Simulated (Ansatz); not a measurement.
# MnWCl6: the cost of one run

Program: Ansatz 0.2.0. Level of theory: DFT PBE, scalar-relativistic, plane waves, PAW. These are calculated values, not measurements.

1 further run of the same task is left out (it didn't finish).

## Step 1: The structure to begin with

Symmetry: Fm-3m, No. 225, cubic system. The conventional cell has a = 8.343 Å, b = 8.343 Å, c = 8.343 Å, α = 90.00°, β = 90.00°, γ = 90.00°. Around Mn (site symmetry m-3m) lie 6 Cl at 2.09 Å. Around W (site symmetry m-3m) lie 6 Cl at 2.09 Å. Around Cl (site symmetry 4mm) lie 1 Mn at 2.09 Å and 1 W at 2.09 Å.

As a file:

```cif
data_structure
_symmetry_space_group_name_H-M 'P 1'
_symmetry_Int_Tables_number 1
_cell_length_a 5.8995
_cell_length_b 5.8995
_cell_length_c 5.8995
_cell_angle_alpha 60.000
_cell_angle_beta 60.000
_cell_angle_gamma 60.000
_cell_volume 145.19
loop_
_atom_site_label
_atom_site_type_symbol
_atom_site_fract_x
_atom_site_fract_y
_atom_site_fract_z
_atom_site_occupancy
Mn1 Mn 0.00000 0.00000 0.00000 1
W1 W 0.50000 0.50000 0.50000 1
Cl1 Cl 0.75000 0.25000 0.25000 1
Cl2 Cl 0.25000 0.75000 0.75000 1
Cl3 Cl 0.25000 0.75000 0.25000 1
Cl4 Cl 0.75000 0.25000 0.75000 1
Cl5 Cl 0.25000 0.25000 0.75000 1
Cl6 Cl 0.75000 0.75000 0.25000 1
```

The cell is invented: ordered mixture on the cation sites of rhenium trioxide (Fm-3m, No. 225). Its size is a rough estimate.

## Step 2: The guess as it stands, on a coarse mesh

Input file input.yaml:

```yaml
crystal:
  lattice:
    - [0.0, 4.17156493, 4.17156493]
    - [4.17156493, 0.0, 4.17156493]
    - [4.17156493, 4.17156493, 0.0]
  atoms:
    - { symbol: Mn, position: [0.0, 0.0, 0.0], spin: 4.0 }
    - { symbol: W, position: [0.5, 0.5, 0.5] }
    - { symbol: Cl, position: [0.75, 0.25, 0.25] }
    - { symbol: Cl, position: [0.25, 0.75, 0.75] }
    - { symbol: Cl, position: [0.25, 0.75, 0.25] }
    - { symbol: Cl, position: [0.75, 0.25, 0.75] }
    - { symbol: Cl, position: [0.25, 0.25, 0.75] }
    - { symbol: Cl, position: [0.75, 0.75, 0.25] }
basis:
  ecutwfc: 420
kpoints:
  mp_grid: { grid: [4, 4, 4] }
hamiltonian:
  xc: pbe
scf:
  occupations: { method: gaussian, width: 0.1 }
  lower_state_search: "off"
output:
  forces: true
  stress: true
  eigenvalues: true
  populations: true
magnetization:
  spin_polarized: true
```

On the command line:

```console
$ ansatz run input.yaml --threads 1 --pin off --max-ram 2560MiB --backend cpu --events-out ev --progress --plain --runs-dir out
```

What time and memory should one allow on 1 thread of Arm Neoverse N1, shared host?

About 27 s, with a peak of 0.45 GiB.
